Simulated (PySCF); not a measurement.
# How the numerical set-up moves the result for CdP (quartet)

The method stays; parts of the set-up, such as the basis or the Hamiltonian, are changed.

Method: method and basis as typed in the scripts; program: PySCF 2.14.0.

5 further runs of the same task are left out: 2 for a known fault of the program, 3 that didn't finish.

## (1) The starting structure

CdP (quartet): 2 atoms, charge 0, spin multiplicity 4.

Bond lengths: Cd1–P2 2.342 Å.

## (2) The base run

Contents of input.py:

```python
from pyscf import gto, scf, tdscf

mol = gto.M(
    atom='Cd 0 0 0; P 0 0 2.342',
    basis='def2-svp',
    ecp={'Cd': 'def2-svp'},
    charge=0,
    spin=3,
    verbose=4,
)
mf = scf.UHF(mol)
mf.kernel()
td = tdscf.TDHF(mf)
td.nstates = 3
td.kernel()
td.analyze(verbose=3)
mf.dip_moment()
print('orbital energies (hartree):', [e[max(0, n-3):n+3].round(4) for e, n in zip(mf.mo_energy, mol.nelec)])
```

On the command line:

```bash
OMP_NUM_THREADS=1 python input.py
```

The log of this run is left out.

It gives: E(SCF) = -507.420166 Eh, 13 cycles, ⟨S²⟩ = 3.777, μ = 1.22 D, excitations 2.00, 2.00, 3.16 eV.

The bond length is a typed value, not an optimised one. The quartet is typed in the script; nothing here shows that it is the ground state.

## (3) Cartesian functions on

Variant 1 changes Cartesian functions: off → on.

Contents of input.py:

```python
from pyscf import gto, scf, tdscf

mol = gto.M(
    atom='Cd 0 0 0; P 0 0 2.342',
    basis='def2-svp',
    ecp={'Cd': 'def2-svp'},
    charge=0,
    spin=3,
    cart=True,
    verbose=4,
)
mf = scf.UHF(mol)
mf.kernel()
td = tdscf.TDHF(mf)
td.nstates = 3
td.kernel()
td.analyze(verbose=3)
mf.dip_moment()
print('orbital energies (hartree):', [e[max(0, n-3):n+3].round(4) for e, n in zip(mf.mo_energy, mol.nelec)])
```

On the command line:

```bash
OMP_NUM_THREADS=1 python input.py
```

## (4) Crenbl

Variant 2 changes basis set: def2-svp → crenbl. The core potential changes with it: totals don't compare.

Edit input.py of step 2 so:

```diff
@@ -4,4 +4,4 @@
     atom='Cd 0 0 0; P 0 0 2.342',
-    basis='def2-svp',
-    ecp={'Cd': 'def2-svp'},
+    basis='crenbl',
+    ecp={'Cd': 'crenbl', 'P': 'crenbl'},
     charge=0,
```

## (5) Density fitting def2-universal-jkfit

Variant 3 changes density fitting: none → def2-universal-jkfit.

Edit input.py of step 2 so:

```diff
@@ -11,2 +11,3 @@
 mf = scf.UHF(mol)
+mf = mf.density_fit(auxbasis='def2-universal-jkfit')
 mf.kernel()
```

**Question.** What will these runs give? Wanted: for each run, E(SCF); from base; gap, α spin; SCF dipole; after the SCF.

The runs gave:

| run | E(SCF) (hartree) | from base (eV) | cycles | gap, α spin (eV) | SCF dipole (D) | functions | after the SCF |
| --- | --- | --- | --- | --- | --- | --- | --- |
| base | -507.420166 | 0 | 13 | 8.47 | 1.22 | 49 | lowest root found 2.00 eV |
| Cartesian functions on | -507.425450 | -0.1438 | 13 | 8.48 | 1.22 | 55 | lowest root found 2.00 eV |
| crenbl | -172.244638 | not comparable | 12 | 8.39 | 1.39 | 56 | lowest root found 1.90 eV |
| density fitting def2-universal-jkfit | -507.420136 | +0.0008 | 13 | 8.47 | 1.22 | 49 | lowest root found 2.00 eV |

What this shows: Of the runs whose energies can be compared, “Cartesian functions on” moves the SCF energy most (-0.144 eV). The dearest run is “density fitting def2-universal-jkfit”, at 21 s against 6.8 s.
